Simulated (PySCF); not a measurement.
# [Tl(OH)2]−: forces at shaken geometries

How stiff is [Tl(OH)2]−? Its atoms are displaced at random by several amounts. It is a constructed species; whether it can be made isn't addressed.

The runs use PySCF 2.14.0; PBE, Tl def2-SVP with ECP60, O def2-SVP, H def2-SVP; scalar-relativistic core potentials, no spin–orbit coupling.

3 further runs of the same task are left out: 2 for a known fault of the program, 1 that didn't finish. Runs told in other sessions of the task aren't counted.

### 1 The system as given

5 atoms, charge -1, spin multiplicity 1.

Bond lengths: Tl1–O2 2.275 Å, Tl1–O4 2.275 Å, O2–H3 0.979 Å, O4–H5 0.979 Å. Angles: O2–Tl1–O4 91.0°, Tl1–O2–H3 100.9°, Tl1–O4–H5 100.9°.

Geometry (Å):

```
Tl    1.43062   -0.43377    0.03176
O    -0.09499    0.14730    1.61638
H    -0.87513    0.34428    1.05868
O    -0.09499   -0.08970   -1.62059
H    -0.87513    0.18641   -1.09753
```

Formal oxidation states: Tl +1. An earlier session relaxed this geometry at PBE, Tl def2-SVP with ECP60, O def2-SVP, H def2-SVP (singlet, point group C2v).

Its energy there is -323.969998 Eh.

### 2 Atoms moved at random, σ = 0.06 Å

run.py (the lines that set the calculation) reads:

```python
mol = gto.M(atom='''
Tl     1.44828    -0.44106     0.07013
O     -0.04788     0.15693     1.65469
H     -0.95697     0.31775     1.03926
O     -0.07322    -0.06491    -1.66367
H     -0.87983     0.18581    -1.11173''',
    basis={'Tl': 'def2-SVP', 'O': 'def2-SVP', 'H': 'def2-SVP'},
    ecp={'Tl': 'def2-SVP'},
    charge=-1, spin=0)
mf = dft.RKS(mol, xc='PBE')
mf.grids.atom_grid = (50, 194)
mf = mf.density_fit()  # fitting sets: Tl def2-universal-JKFIT, O def2-universal-JKFIT, H def2-universal-JKFIT
mf.conv_tol = 1e-08; mf.max_cycle = 55
mf.kernel(dm0)  # dm0: the density of the relaxed state
```

Command:

```
> OMP_NUM_THREADS=2 python run.py
```

### 3 Atoms moved at random, σ = 0.1 Å

run.py (the lines that set the calculation) reads:

```python
mol = gto.M(atom='''
Tl     1.47880    -0.27144     0.02248
O     -0.14444     0.15067     1.49654
H     -0.80822     0.39220     1.11124
O     -0.17330    -0.18356    -1.53775
H     -0.86244     0.06664    -1.10382''',
    basis={'Tl': 'def2-SVP', 'O': 'def2-SVP', 'H': 'def2-SVP'},
    ecp={'Tl': 'def2-SVP'},
    charge=-1, spin=0)
mf = dft.RKS(mol, xc='PBE')
mf.grids.atom_grid = (50, 194)
mf = mf.density_fit()  # fitting sets: Tl def2-universal-JKFIT, O def2-universal-JKFIT, H def2-universal-JKFIT
mf.conv_tol = 1e-08; mf.max_cycle = 55
mf.kernel(dm0)  # dm0: the density of the relaxed state
```

### 4 Atoms moved at random, σ = 0.06 Å

run.py (the lines that set the calculation) reads:

```python
mol = gto.M(atom='''
Tl     1.44601    -0.49342     0.09539
O     -0.09513     0.15210     1.57866
H     -0.93541     0.35512     1.03926
O     -0.03019    -0.08939    -1.58359
H     -0.89490     0.23010    -1.14103''',
    basis={'Tl': 'def2-SVP', 'O': 'def2-SVP', 'H': 'def2-SVP'},
    ecp={'Tl': 'def2-SVP'},
    charge=-1, spin=0)
mf = dft.RKS(mol, xc='PBE')
mf.grids.atom_grid = (50, 194)
mf = mf.density_fit()  # fitting sets: Tl def2-universal-JKFIT, O def2-universal-JKFIT, H def2-universal-JKFIT
mf.conv_tol = 1e-08; mf.max_cycle = 55
mf.kernel(dm0)  # dm0: the density of the relaxed state
```

Before running it: what results should come out? Wanted: for each run, σ; energy rise; harmonic estimate −½ F·u; largest force component.

The runs gave:

| σ (Å) | energy rise (eV) | harmonic estimate −½ F·u (eV) | largest force component (eV/Å) |
| --- | --- | --- | --- |
| 0.06 | 0.330 | 0.292 | 3.30 |
| 0.1 | 1.650 | 1.932 | 12.79 |
| 0.06 | 0.095 | 0.100 | 1.57 |

Every displacement raises the energy. For a harmonic well the rise equals −½ F·u; the two differ by at most 17 % here (a move with σ = 0.1 Å), from anharmonicity, the grid and the small forces left at the relaxed point. The largest moves cost over 1 eV, far outside the harmonic range, so agreement there can come from errors that cancel between squeezed and stretched bonds. The bases are small and lack diffuse functions. Spin–orbit coupling is left out.
